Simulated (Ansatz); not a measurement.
Run this with Ansatz 0.2.0 through its Python package and show what comes out.

The script, `mgfe4s8_convert.py`:
```python
from pathlib import Path

import ansatz as az
from pymatgen.core import Lattice, Structure
from pymatgen.io.ase import AseAtomsAdaptor


def main() -> None:
    pmg_structure = Structure(
        Lattice([(3.29779, 1.90398, 6.01803), (-3.29779, 1.90398, 6.01803), (0.0, -3.80795, 6.01803)]),
        ["Mg", "Fe", "Fe", "Fe", "Fe", "S", "S", "S", "S", "S", "S", "S", "S"],
        [
            (0.5, 0.5, 0.5),
            (0.5, 0.5, 0.0),
            (0.5, 0.0, 0.5),
            (0.0, 0.5, 0.5),
            (0.0, 0.0, 0.0),
            (0.23637, 0.23637, 0.73597),
            (0.26403, 0.76363, 0.76363),
            (0.76363, 0.76363, 0.26403),
            (0.76363, 0.26403, 0.76363),
            (0.73747, 0.73747, 0.73747),
            (0.26253, 0.26253, 0.26253),
            (0.23637, 0.73597, 0.23637),
            (0.73597, 0.23637, 0.23637),
        ],
    )
    mgfe4s8 = az.Crystal.from_ase(AseAtomsAdaptor.get_atoms(pmg_structure)).moments(Fe=3.5)

    calc = (
        mgfe4s8.calculation()
        .functional("pbesol")
        .kpoints(mesh=(4, 4, 4), center="gamma")
        .pseudopotentials("paw")
        .occupations("fermi_dirac", width=100 * az.meV)
        .spin("collinear")
        .phonons("dfpt", mesh=2)
    )
    Path("written.yaml").write_text(calc.to_yaml())
    back = az.Calculation.from_yaml("written.yaml")
    print(back.to_python())
    print("same input:", back.to_yaml() == calc.to_yaml())


if __name__ == "__main__":
    main()
```

Output of `python mgfe4s8_convert.py`:
```text
(
    az.Lattice.of(((3.29779, 1.90398, 6.01803), (-3.29779, 1.90398, 6.01803), (0.0, -3.80795, 6.01803)))
    .atom("Mg", (0.5, 0.5, 0.5))
    .atom("Fe", (0.5, 0.5, 0.0))
    .atom("Fe", (0.5, 0.0, 0.5))
    .atom("Fe", (0.0, 0.5, 0.5))
    .atom("Fe", (0.0, 0.0, 0.0))
    .atom("S", (0.23637, 0.23637, 0.73597))
    .atom("S", (0.26403, 0.76363, 0.7636299999999999))
    .atom("S", (0.76363, 0.76363, 0.26402999999999993))
    .atom("S", (0.76363, 0.26403, 0.7636299999999999))
    .atom("S", (0.73747, 0.73747, 0.73747))
    .atom("S", (0.26253, 0.26253, 0.26253))
    .atom("S", (0.23637000000000005, 0.73597, 0.23637))
    .atom("S", (0.73597, 0.23637000000000005, 0.23637))
    .moments({"Fe": 3.5})
    .calculation()
    .kpoints(4, 4, 4, shift=(0.0, 0.0, 0.0))
    .functional("pbesol")
    .pseudopotentials(kind="paw")
    .spin("collinear")
    .occupations(method="fermi_dirac", width=0.1)
    .phonons(method="dfpt", mesh=(2, 2, 2))
)

same input: True
```

It writes `written.yaml`:
```yaml
crystal:
  lattice:
    - [3.29779, 1.90398, 6.01803]
    - [-3.29779, 1.90398, 6.01803]
    - [0.0, -3.80795, 6.01803]
  atoms:
    - { symbol: Mg, position: [0.5, 0.5, 0.5] }
    - { symbol: Fe, position: [0.5, 0.5, 0.0] }
    - { symbol: Fe, position: [0.5, 0.0, 0.5] }
    - { symbol: Fe, position: [0.0, 0.5, 0.5] }
    - { symbol: Fe, position: [0.0, 0.0, 0.0] }
    - { symbol: S, position: [0.23637, 0.23637, 0.73597] }
    - { symbol: S, position: [0.26403, 0.76363, 0.7636299999999999] }
    - { symbol: S, position: [0.76363, 0.76363, 0.26402999999999993] }
    - { symbol: S, position: [0.76363, 0.26403, 0.7636299999999999] }
    - { symbol: S, position: [0.73747, 0.73747, 0.73747] }
    - { symbol: S, position: [0.26253, 0.26253, 0.26253] }
    - { symbol: S, position: [0.23637000000000005, 0.73597, 0.23637] }
    - { symbol: S, position: [0.73597, 0.23637000000000005, 0.23637] }
kpoints:
  mp_grid:
    grid: [4, 4, 4]
    shift: [0.0, 0.0, 0.0]
hamiltonian:
  xc: pbesol
  pseudopotentials:
    kind: paw
magnetization:
  spin_polarized: true
  per_species:
    Fe: 3.5
scf:
  occupations:
    method: fermi_dirac
    width: 0.1
phonons:
  method: dfpt
  qmesh: [2, 2, 2]
```

The input is only written out: it wasn't run, and its settings aren't tested. The structure comes from a database and needn't be a stable phase.
